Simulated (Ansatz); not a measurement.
# NbClF₄: up Jacob's ladder to CCSD(T)

An exercise on one series of results from a longer session: the logs are not shown, and one member is left open.

The runs use Ansatz 0.2.0, Gaussian basis; functionals in def2-TZVPP, the program's frozen cores in correlated methods.

Levels to be run: LDA (SPW92), PBE-D4, revPBE-D4, BLYP-D4, r2SCAN-D4, B97M-V, PBE0-D4, B3LYP-D4, r2SCANh-D4, r2SCAN0-D4, HSE06-D4, BHLYP-D4, CAM-B3LYP-D4, LC-ωPBE, ωB97X-V, ωB97M-V, B2PLYP, PBE-QIDH; CCSD(T)/def2-SVP; CCSD(T)/def2-TZVPP; MP2/def2-QZVPP; extrapolation to the limit; RPA on PBE.

## The relaxed structure

All runs share one geometry, relaxed beforehand with PBE0-D4 in a triple-zeta def2 set. Nb takes the def2 core potential; no spin-orbit term is included.

SMILES `[F][Nb]([F])([F])([F])[Cl]`, 6 atoms, charge 0, spin multiplicity 1.

Atoms are counted from 1 here; the program's logs count them from 0.

Bond lengths: F1–Nb2 1.862 Å, Nb2–F3 1.835 Å, Nb2–F4 1.835 Å, Nb2–F5 1.862 Å, Nb2–Cl6 2.251 Å. Angles: F1–Nb2–F3 87.5°, F1–Nb2–F4 87.5°, F1–Nb2–F5 168.8°, F1–Nb2–Cl6 95.6°, F3–Nb2–F4 127.6°, F3–Nb2–F5 87.5°, F3–Nb2–Cl6 116.2°, F4–Nb2–F5 87.5°, F4–Nb2–Cl6 116.2°, F5–Nb2–Cl6 95.6°.

Coordinates:

```xyz
6
ClF4Nb
F    -0.8569   -1.4549    0.8014
Nb    0.0280   -0.0431   -0.0305
F     1.5791   -0.6814    0.7126
F    -0.7637   -0.5741   -1.5979
F     1.0828    1.1071   -1.0468
Cl   -1.0274    1.5823    1.1152
```

Set-up of the first run:

in.yaml

```yaml
crystal:
  periodic: [false, false, false]
  atoms:
    - {symbol: F, position_ang: [-0.856888, -1.454863, 0.801365]}
    - {symbol: Nb, position_ang: [0.028048, -0.043094, -0.030531]}
    - {symbol: F, position_ang: [1.579144, -0.681409, 0.712572]}
    - {symbol: F, position_ang: [-0.763667, -0.574138, -1.597921]}
    - {symbol: F, position_ang: [1.082832, 1.107083, -1.046789]}
    - {symbol: Cl, position_ang: [-1.027369, 1.582321, 1.115204]}
basis:
  gaussian: {orbitals: def2-TZVPP}
hamiltonian: {xc: lda}
output: {orbitals: {seedname: orbitals}}
```

Steps of the session up to this table: LDA; PBE-D4 (GGA); revPBE-D4 (GGA); BLYP-D4 (GGA); r2SCAN-D4 (meta-GGA); B97M-V (meta-GGA); PBE0-D4 (hybrid); B3LYP-D4 (hybrid); r2SCANh-D4 (hybrid); r2SCAN0-D4 (hybrid); HSE06-D4 (hybrid); BHLYP-D4 (hybrid); CAM-B3LYP-D4 (range-separated); LC-ωPBE-D4 (range-separated; the results give it without D4); ωB97X-V (range-separated); ωB97M-V (range-separated); B2PLYP (double hybrid); PBE-QIDH (double hybrid).

One table of the session follows, with a row left open; its other results are not shown here.

It belongs to the step «Frontier levels by functional». 

```
  functional  HOMO (eV)  LUMO (eV)  gap (eV)
 LDA (SPW92)      -9.25      -4.52      4.74
      PBE-D4      -9.04      -4.26      4.78
   revPBE-D4      -8.96      -4.16      4.80
     BLYP-D4      -8.90      -4.17      4.73
   r2SCAN-D4      -9.47      -4.27      5.20
      B97M-V      -9.55      -4.22      5.34
     PBE0-D4          ?          ?         ?
    B3LYP-D4     -10.32      -3.83      6.49
  r2SCANh-D4     -10.04      -4.01      6.03
  r2SCAN0-D4     -10.90      -3.60      7.30
    HSE06-D4     -10.20      -3.98      6.22
    BHLYP-D4     -12.03      -2.77      9.25
CAM-B3LYP-D4     -12.00      -2.52      9.48
     LC-ωPBE     -13.37      -1.29     12.07
     ωB97X-V     -13.00      -1.37     11.63
     ωB97M-V     -12.87      -1.40     11.47
```

**Question.** Estimate the row for PBE0-D4.

The run gave: HOMO (eV): -10.61; LUMO (eV): -3.61; gap (eV): 7.00. In the column «HOMO (eV)» it lies between r2SCAN0-D4 (-10.90) and B3LYP-D4 (-10.32).
